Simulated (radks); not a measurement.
**The Coulomb parameter U of the 3d shell of Zn³⁺**

One table from this session's results is given with a row withheld; the runs are named, their logs left out.

Method: scalar-relativistic Kohn-Sham, r2SCAN, spin-unpolarised, spherical densities, finite nucleus. Code: radks (a radial shooting solver on a logarithmic mesh, Libxc functionals) version 1.

### The atom as given

* element: zinc (Z = 30)
* charge: +3
* electrons: 27
* configuration: [Ar] 3d8 4s1
* nuclear rms radius: 3.9283 fm

Outer shells as boxes (Hund's rule):

Zn³⁺
```
[Ar] core
3d [↑↓][↑↓][↑↓][↑ ][↑ ]
4s [↑ ]
```

The first run:

The run's settings:

```text
Z 30
configuration [Ar] 3d8 4s1
relativity scalar-relativistic
functional r2scan,r2scan
spin unpolarised
nucleus finite rms 3.9283 fm
c 137.035999084
```

Started as:

```sh
$ python run_ks.py task.json out
```

All runs below come from this command, one after another.

Among the steps run: Start: [Ar] 3d8 4s1.

One table of the session follows, with a row left open; its other results are not shown here.

It belongs to the step «Start: [Ar] 3d8 4s1». Radial moments (bohr):

```
level      <r>  outermost maximum (interpolated)  90 % within  nodes
   1s  0.05032                            0.0329       0.0899      0
   2s   0.2258                             0.189        0.349      1
   2p   0.1982                             0.152        0.324      0
   3s   0.6717                             0.585         1.00      2
   3p        ?                                 ?            ?      ?
   3d   0.7814                             0.553         1.31      0
   4s    1.954                              1.73         2.85      3
```

Estimate the missing values for 3p.

The run gave: <r>: 0.6977; outermost maximum (interpolated): 0.588; 90 % within: 1.07; nodes: 1. In the column «<r>» it lies between 3s (0.6717) and 3d (0.7814).
